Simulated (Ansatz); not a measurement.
# ClGeH₃S₃: from a rough start to a minimum

What shape does ClGeH₃S₃ take? The plan is to relax it, check the end point by its vibrations and derive ideal-gas thermochemistry, and look at its orbitals and charge.

Method: RKS PBE0-D4/def2-TZVP; program: Ansatz 0.2.0, Gaussian basis.

Plan: relaxation at PBE-D4/def2-SVP; relaxation at PBE0-D4/def2-TZVP; harmonic vibrations at the same level; a single point in def2-TZVPP for the fields.

## (1) Where the work starts

SMILES `[SH][Ge]([SH])([SH])[Cl]`, 8 atoms, charge 0, spin multiplicity 1.

Atoms are counted from 1 here; the program's logs count them from 0.

Bond lengths: S1–Ge2 2.173 Å, S1–H6 1.456 Å, Ge2–S3 2.189 Å, Ge2–S4 2.178 Å, Ge2–Cl5 2.177 Å, S3–H7 1.420 Å, S4–H8 1.409 Å. Angles: Ge2–S1–H6 92.9°, S1–Ge2–S3 108.2°, S1–Ge2–S4 111.3°, S1–Ge2–Cl5 110.8°, S3–Ge2–S4 108.2°, S3–Ge2–Cl5 109.7°, S4–Ge2–Cl5 108.6°, Ge2–S3–H7 94.2°, Ge2–S4–H8 91.9°.

Geometry (Å):

```tsv
atom	x (Å)	y (Å)	z (Å)
S1	-1.2651	1.3479	1.1587
Ge2	0.1382	0.2806	-0.1118
S3	1.8716	-0.2776	1.1031
S4	-0.7453	-1.5418	-0.9120
Cl5	0.7805	1.5310	-1.7743
H6	-2.2094	1.5510	0.0696
H7	2.5468	-0.9197	0.0309
H8	-1.0251	-2.0286	0.3800
```

The start is a force-field geometry with small random shifts, so a cheaper pass at PBE-D4/def2-SVP comes first.

## (2) Relaxation at PBE-D4/def2-SVP (cheap first pass)

File in.yaml:

```yaml
crystal:
  periodic: [false, false, false]
  atoms:
    - {symbol: S, position_ang: [-1.265100, 1.347900, 1.158700]}
    - {symbol: Ge, position_ang: [0.138200, 0.280600, -0.111800]}
    - {symbol: S, position_ang: [1.871600, -0.277600, 1.103100]}
    - {symbol: S, position_ang: [-0.745300, -1.541800, -0.912000]}
    - {symbol: Cl, position_ang: [0.780500, 1.531000, -1.774300]}
    - {symbol: H, position_ang: [-2.209400, 1.551000, 0.069600]}
    - {symbol: H, position_ang: [2.546800, -0.919700, 0.030900]}
    - {symbol: H, position_ang: [-1.025100, -2.028600, 0.380000]}
basis:
  gaussian: {orbitals: def2-SVP}
hamiltonian: {xc: pbe, dispersion: d4}
relax: {f_tol: 0.03, max_steps: 200}
```

Command:

```console
> ansatz run in.yaml --threads 4 --pin off --events-out ev --progress --plain --max-ram 10444MiB
```

The log of the run, cut to the lines that bear on the results:

```text
Functional definition: PBE
  name "PBE"
  cite "Perdew, Burke & Ernzerhof, Phys. Rev. Lett. 77, 3865 (1996) doi:10.1103/PhysRevLett.77.3865"
  parent pbe
[...]
1335 factors; their error is unknown
[...]
mean field -101550.19107210 eV, -3731.9006887080 hartree, gradient 5.0e-5 eV, S^2 0.000000; 0 other end points of the search recorded, 0 dependent functions left out
[...]
reference -101550.19110392 eV, -3731.9006898774 hartree; 50, 50 occupied and 69, 69 virtual orbitals, 1335 factors
relax step   1: F+E_penalty+E_count = -101550.54088364 eV  Δ(F+E_penalty+E_count) = +0.000e0 eV  max|allowed force component| = 1.628e0 eV/Å  Δτ_max = 0.0000 Å  (25 SCF iters, accepted)
[...]
relax step   6: F+E_penalty+E_count = -101550.83344404 eV  Δ(F+E_penalty+E_count) = -1.833e-3 eV  max|allowed force component| = 3.519e-2 eV/Å  Δτ_max = 0.0531 Å  (25 SCF iters, accepted)
[...]
relax step  11: F+E_penalty+E_count = -101550.83401664 eV  Δ(F+E_penalty+E_count) = -2.674e-4 eV  max|allowed force component| = 1.866e-2 eV/Å  Δτ_max = 0.0695 Å  (25 SCF iters, accepted)
[...]
relax step  16: F+E_penalty+E_count = -101550.83776224 eV  Δ(F+E_penalty+E_count) = -1.407e-3 eV  max|allowed force component| = 8.235e-2 eV/Å  Δτ_max = 0.0489 Å  (25 SCF iters, accepted)
[...]
relax step  21: F+E_penalty+E_count = -101550.84182972 eV  Δ(F+E_penalty+E_count) = -2.237e-4 eV  max|allowed force component| = 4.980e-2 eV/Å  Δτ_max = 0.0224 Å  (24 SCF iters, accepted)
[...]
relax step  22: F+E_penalty+E_count = -101550.84208023 eV  Δ(F+E_penalty+E_count) = -2.505e-4 eV  max|allowed force component| = 6.570e-3 eV/Å  Δτ_max = 0.0186 Å  (25 SCF iters, accepted)
1335 factors; their error is unknown
mean field -101550.50114886 eV, -3731.9120838188 hartree, gradient 3.0e-5 eV, S^2 0.000000; 1 other end points of the search recorded, 0 dependent functions left out
[...]
reference -101550.50118016 eV, -3731.9120849690 hartree; 50, 50 occupied and 69, 69 virtual orbitals, 1335 factors
Total energy: -101550.84211154 eV, -3731.9246139659 hartree
Atom 0 at    -1.259380     1.334457     1.231224 Å, force    -0.003483    -0.000247     0.002515 eV/Å
Atom 1 at     0.135282     0.272020    -0.148042 Å, force    -0.000665     0.002929    -0.006570 eV/Å
Atom 2 at     1.964099    -0.041842     1.089214 Å, force    -0.000243     0.000726    -0.000516 eV/Å
Atom 3 at    -0.627783    -1.634714    -1.038084 Å, force    -0.001093     0.000339     0.000859 eV/Å
Atom 4 at     0.499984     1.498864    -1.915622 Å, force    -0.001200    -0.001689     0.004380 eV/Å
Atom 5 at    -2.032698     1.780705     0.200568 Å, force     0.002062     0.000139    -0.001690 eV/Å
Atom 6 at     2.339331    -1.114744     0.336268 Å, force     0.002891    -0.003348     0.000496 eV/Å
Atom 7 at    -0.926636    -2.151946     0.188674 Å, force     0.001731     0.001151     0.000526 eV/Å
Dipole moment:    -0.133166    -0.269958     0.106267 e Å
```

Wall time 2.1 min (4 threads of Intel Xeon at 2.50GHz, shared host).

Relaxation path: (the energy doesn't fall at every step)

```tsv
step	energy from step 1 (eV)	largest force component (eV/Å)
1	0.0000	1.6279
2	-0.2092	0.7907
3	-0.2831	0.2627
4	-0.2889	0.0588
5	-0.2907	0.0774
6	-0.2926	0.0352
7	-0.2928	0.0143
8	-0.2928	0.0058
9	-0.2928	0.0052
10	-0.2929	0.0055
11	-0.2931	0.0187
12	-0.2821	0.5194
13	-0.2936	0.0484
14	-0.2934	0.2102
15	-0.2955	0.0578
16	-0.2969	0.0824
17	-0.2964	0.1994
18	-0.2981	0.0787
19	-0.2998	0.0413
20	-0.3007	0.0637
21	-0.3009	0.0498
22	-0.3012	0.0066
```

The force was under the threshold of 0.03 eV/Å already at step 7, but the program went on to step 22.

Distances of close pairs at the start and the end, largest changes first:

```tsv
bond	before (Å)	after (Å)	change (Å)
S1–H6	1.456	1.364	-0.092
Ge2–S4	2.178	2.238	+0.061
S1–Ge2	2.173	2.231	+0.058
S3–H7	1.420	1.363	-0.057
S4–H8	1.409	1.364	-0.044
Ge2–S3	2.189	2.230	+0.041
Ge2–Cl5	2.177	2.182	+0.005
```

## (3) Relaxation at PBE0-D4/def2-TZVP

File in.yaml:

```yaml
crystal:
  periodic: [false, false, false]
  atoms:
    - {symbol: S, position_ang: [-1.259380, 1.334457, 1.231224]}
    - {symbol: Ge, position_ang: [0.135282, 0.272020, -0.148042]}
    - {symbol: S, position_ang: [1.964099, -0.041842, 1.089214]}
    - {symbol: S, position_ang: [-0.627783, -1.634714, -1.038084]}
    - {symbol: Cl, position_ang: [0.499984, 1.498864, -1.915622]}
    - {symbol: H, position_ang: [-2.032698, 1.780705, 0.200568]}
    - {symbol: H, position_ang: [2.339331, -1.114744, 0.336268]}
    - {symbol: H, position_ang: [-0.926636, -2.151946, 0.188674]}
basis:
  gaussian: {orbitals: def2-TZVP}
hamiltonian: {xc: pbe0, dispersion: d4}
relax: {f_tol: 0.005, max_steps: 150}
```

The command is unchanged.

The log of the run, cut to the lines that bear on the results:

```text
Functional definition: PBE0
  name "PBE0"
  cite "Adamo & Barone, J. Chem. Phys. 110, 6158 (1999) doi:10.1063/1.478522"
  cite "Perdew, Burke & Ernzerhof, Phys. Rev. Lett. 77, 3865 (1996) doi:10.1103/PhysRevLett.77.3865"
  parent pbe
[...]
1614 factors; their error is unknown
[...]
mean field -101578.54472347 eV, -3732.9426661768 hartree, gradient 4.9e-5 eV, S^2 0.000000; 0 other end points of the search recorded, 0 dependent functions left out
[...]
reference -101578.54475290 eV, -3732.9426672584 hartree; 50, 50 occupied and 164, 164 virtual orbitals, 1614 factors
relax step   1: F+E_penalty+E_count = -101578.84262455 eV  Δ(F+E_penalty+E_count) = +0.000e0 eV  max|allowed force component| = 6.508e-1 eV/Å  Δτ_max = 0.0000 Å  (26 SCF iters, accepted)
[...]
reference -101578.58345852 eV, -3732.9440896637 hartree; 50, 50 occupied and 164, 164 virtual orbitals, 1614 factors
Total energy: -101578.88558377 eV, -3732.9551925619 hartree
Atom 0 at    -1.221968     1.371096     1.201705 Å, force    -0.002806     0.001703    -0.002699 eV/Å
Atom 1 at     0.145156     0.277932    -0.137252 Å, force     0.000315    -0.001112    -0.000838 eV/Å
Atom 2 at     1.936732    -0.077057     1.096260 Å, force     0.000260    -0.002439    -0.002962 eV/Å
Atom 3 at    -0.683015    -1.572100    -1.014518 Å, force     0.000772     0.001267    -0.003466 eV/Å
Atom 4 at     0.578091     1.455266    -1.885173 Å, force     0.000552     0.000397     0.000267 eV/Å
Atom 5 at    -2.082379     1.643068     0.205129 Å, force     0.003469    -0.001410     0.003582 eV/Å
Atom 6 at     2.370679    -1.056615     0.284656 Å, force    -0.001683     0.003406     0.002536 eV/Å
Atom 7 at    -0.951098    -2.098789     0.193393 Å, force    -0.000879    -0.001813     0.003581 eV/Å
Dipole moment:    -0.127138    -0.264973     0.116809 e Å
```

Wall time 2.9 min (4 threads of Intel Xeon at 2.50GHz, shared host); peak memory 0.85 GiB.

The steps of the relaxation:

```tsv
step	energy from step 1 (eV)	largest force component (eV/Å)
1	0.0000	0.6508
2	-0.0373	0.2052
3	-0.0366	0.1113
4	-0.0414	0.0559
5	-0.0425	0.0358
6	-0.0428	0.0179
7	-0.0429	0.0083
8	-0.0429	0.0073
9	-0.0429	0.0036
```

Distances of close pairs at the start and the end, largest changes first:

```tsv
bond	before (Å)	after (Å)	change (Å)
Ge2–Cl5	2.182	2.151	-0.031
Ge2–S4	2.238	2.209	-0.030
S1–Ge2	2.231	2.204	-0.027
Ge2–S3	2.230	2.204	-0.026
S4–H8	1.364	1.345	-0.020
S3–H7	1.363	1.344	-0.019
S1–H6	1.364	1.344	-0.019
```

Mulliken charges at the end point, from the run's report:

```tsv
atom	value (e)
S1	-0.32
Ge2	0.68
S3	-0.32
S4	-0.31
Cl5	-0.29
H6	0.19
H7	0.19
H8	0.19
```

## (4) Harmonic vibrations

File in.yaml:

```yaml
crystal:
  periodic: [false, false, false]
  atoms:
    - {symbol: S, position_ang: [-1.221968, 1.371096, 1.201705]}
    - {symbol: Ge, position_ang: [0.145156, 0.277932, -0.137252]}
    - {symbol: S, position_ang: [1.936732, -0.077057, 1.096260]}
    - {symbol: S, position_ang: [-0.683015, -1.572100, -1.014518]}
    - {symbol: Cl, position_ang: [0.578091, 1.455266, -1.885173]}
    - {symbol: H, position_ang: [-2.082379, 1.643068, 0.205129]}
    - {symbol: H, position_ang: [2.370679, -1.056615, 0.284656]}
    - {symbol: H, position_ang: [-0.951098, -2.098789, 0.193393]}
basis:
  gaussian: {orbitals: def2-TZVP}
hamiltonian: {xc: pbe0, dispersion: d4}
phonons: {temperatures: {t_min: 298.15, t_max: 900, t_step: 200}}
```

The command is unchanged.

The log of the run, cut to the lines that bear on the results:

```text
Functional definition: PBE0
  name "PBE0"
  cite "Adamo & Barone, J. Chem. Phys. 110, 6158 (1999) doi:10.1063/1.478522"
  cite "Perdew, Burke & Ernzerhof, Phys. Rev. Lett. 77, 3865 (1996) doi:10.1103/PhysRevLett.77.3865"
  parent pbe
[...]
1614 factors; their error is unknown
[...]
mean field -101578.58341354 eV, -3732.9440880110 hartree, gradient 4.7e-5 eV, S^2 0.000000; 0 other end points of the search recorded, 0 dependent functions left out
[...]
reference -101578.58344272 eV, -3732.9440890831 hartree; 50, 50 occupied and 164, 164 virtual orbitals, 1614 factors
[...]
1614 factors; their error is unknown
[...]
mean field -101578.58330103 eV, -3732.9440838763 hartree, gradient 1.2e-6 eV, S^2 0.000000; 0 other end points of the search recorded, 0 dependent functions left out
[...]
Atom 0 at    -1.221968     1.371096     1.201705 Å, force    -0.002895     0.001858    -0.002601 eV/Å
Atom 1 at     0.145156     0.277932    -0.137252 Å, force     0.000349    -0.001217    -0.000798 eV/Å
Atom 2 at     1.936732    -0.077057     1.096260 Å, force     0.000267    -0.002485    -0.002904 eV/Å
Atom 3 at    -0.683015    -1.572100    -1.014518 Å, force     0.000728     0.001216    -0.003546 eV/Å
Atom 4 at     0.578091     1.455266    -1.885173 Å, force     0.000497     0.000344     0.000267 eV/Å
Atom 5 at    -2.082379     1.643068     0.205129 Å, force     0.003500    -0.001331     0.003543 eV/Å
Atom 6 at     2.370679    -1.056615     0.284656 Å, force    -0.001591     0.003483     0.002497 eV/Å
Atom 7 at    -0.951098    -2.098789     0.193393 Å, force    -0.000856    -0.001869     0.003541 eV/Å
Dipole moment:    -0.127136    -0.264977     0.116799 e Å
Vibrations: 77.39 112.66 130.14 142.17 153.79 156.37 210.84 242.28 367.50 423.23 430.09 433.52 717.41 756.10 787.44 2705.85 2708.58 2710.90 cm⁻¹, zero-point energy 0.822402 eV
```

Run time: 6.2 min. Hardware: 4 threads of Intel Xeon at 2.50GHz, shared host; peak memory 0.84 GiB.

Motions are named by where the mode's potential energy lies. Wavenumbers, unscaled:

```tsv
mode	cm⁻¹	motion
1	77	bend with torsion
2	113	bend
3	130	torsion with bend
4	142	torsion with bend
5	154	torsion with bend
6	156	torsion with bend
7	211	torsion
8	242	torsion
9	368	Ge–S stretch
10	423	Ge–Cl and Ge–S stretch
11	430	Ge–S stretch
12	434	Ge–S stretch
13	717	bend
14	756	bend
15	787	bend
16	2706	S–H stretch
17	2709	S–H stretch
18	2711	S–H stretch
```

Ideal gas, rigid rotor and harmonic oscillator at 298.15 K and 1 bar, with symmetry number 1:

```tsv
term	value
zero-point energy	79.3 kJ/mol
H(298) − E	106.6 kJ/mol
entropy, translation	175.4 J/(mol K)
entropy, rotation	124.3 J/(mol K)
entropy, vibration	110.3 J/(mol K)
entropy, total	410.0 J/(mol K)
```

## (5) A single point for the fields

Changes to in.yaml since step 4:

```diff
@@ -12,4 +12,4 @@
 basis:
-  gaussian: {orbitals: def2-TZVP}
+  gaussian: {orbitals: def2-TZVPP}
 hamiltonian: {xc: pbe0, dispersion: d4}
-phonons: {temperatures: {t_min: 298.15, t_max: 900, t_step: 200}}
+output: {orbitals: {seedname: orbitals}}
```

Same command.

The log of the run:

```text
Functional definition: PBE0
  name "PBE0"
  cite "Adamo & Barone, J. Chem. Phys. 110, 6158 (1999) doi:10.1063/1.478522"
  cite "Perdew, Burke & Ernzerhof, Phys. Rev. Lett. 77, 3865 (1996) doi:10.1103/PhysRevLett.77.3865"
  parent pbe
  parameter a = 0.25
  parameter kappa = 0.804
  parameter beta = 0.06672455060314922
  exchange = (1 - a)*pbe_x(kappa = kappa, mu = beta*pi^2/3) + a*exact_x
  correlation = pbe_c(beta = beta)
1848 factors; their error is unknown
mean field evaluation 1: about -101576.7717 eV, gradient 2.9e1 eV
mean field evaluation 2: about -101576.3827 eV, gradient 3.7e1 eV
mean field evaluation 4: about -101578.3039 eV, gradient 9.5e-1 eV
mean field evaluation 8: about -101578.6372 eV, gradient 2.9e-2 eV
mean field -101578.63716171 eV, -3732.9460632195 hartree, gradient 5.0e-5 eV, S^2 0.000000; 0 other end points of the search recorded, 0 dependent functions left out
reference -101578.63719097 eV, -3732.9460642949 hartree; 50, 50 occupied and 208, 208 virtual orbitals, 1848 factors
Total energy: -101578.93931618 eV, -3732.9571671917 hartree
```

Wall time 17 s (4 threads of Intel Xeon at 2.50GHz, shared host); peak memory 1.2 GiB.

The fields below are evaluated on a grid from the run's orbitals.

Frontier orbitals at PBE0-D4/def2-TZVPP, with the share of their density that lies nearest to each atom:

```tsv
orbital	energy (eV)	lies on
HOMO	-7.72	S4 36 %; S1 29 %; S3 21 %
LUMO	-1.60	Ge2 26 %; S1, S3, S4 about 18 % each; Cl5 12 %
```

ELF in a plane through or near 3 of the atoms.

Ten even steps from ' ' (0.00) to '@' (1.00):
```
                                                        
                                                        
                                                        
                ..::..                                  
            ..==++##**++..                              
            ::++##%%%%##--          ......              
          ..--**##%%%%%%++::..  ..::====--..            
        ::==##%%##**##%%**--::::==++**++++--..          
        ++%%@@@@@@****##--::--..**##**##%%%%**--        
        ++%%@@@@@@++++++..++**::**##**%%@@@@@@**..      
        ..==****==....::::....::++++++%%@@@@@@**..      
                      ..------::::::--++####**--        
                  ..::======--::        ....            
                  ::++##@@%%**--..                      
                  ::##@@@@@@%%==..                      
                  ..**%%@@@@##--..                      
                    ..--==--::                          
                                                        
                                                        
                                                        
```
The map spans 10.5 Å across and 9.7 Å up, centred on the molecule. Atoms in the plane (x, y in Å): H6 (2.7, 0.1), H7 (-2.5, 0.6), H8 (-0.5, -2.2).

On the surface of density 0.002 e/bohr³ the electrostatic potential runs, from the 1st to the 99th percentile, from -0.49 V near S3 to 1.58 V near H6.

## (6) Outcome

```
                  quantity            value
               point group               C1
                     steps           22 + 9
shift from the start (rms)          0.202 Å
              total energy  -101578.8856 eV
           dispersion term         -302 meV
             dipole moment           1.52 D
lowest, highest wavenumber    77, 2711 cm⁻¹
         zero-point energy      79.3 kJ/mol
       entropy at 298.15 K  410.0 J/(mol K)
                HOMO, LUMO  -7.72, -1.60 eV
```

The relaxed geometry lies 0.20 Å (rms) from the start; the bond that changed most is S1–H6, from 1.456 to 1.344 Å. No mode is imaginary: a true minimum at this level. The stiffest mode, 2711 cm⁻¹, is an S–H stretch, and 6 modes under 200 cm⁻¹ make the vibrational entropy uncertain. Harmonic hybrid wavenumbers usually lie a few per cent above measured fundamentals. The largest Mulliken charge, +0.68 e, sits on Ge2. The HOMO lies mostly on S4 36 %; S1 29 % and the LUMO on Ge2 26 %; S1, S3, S4 about 18 % each.
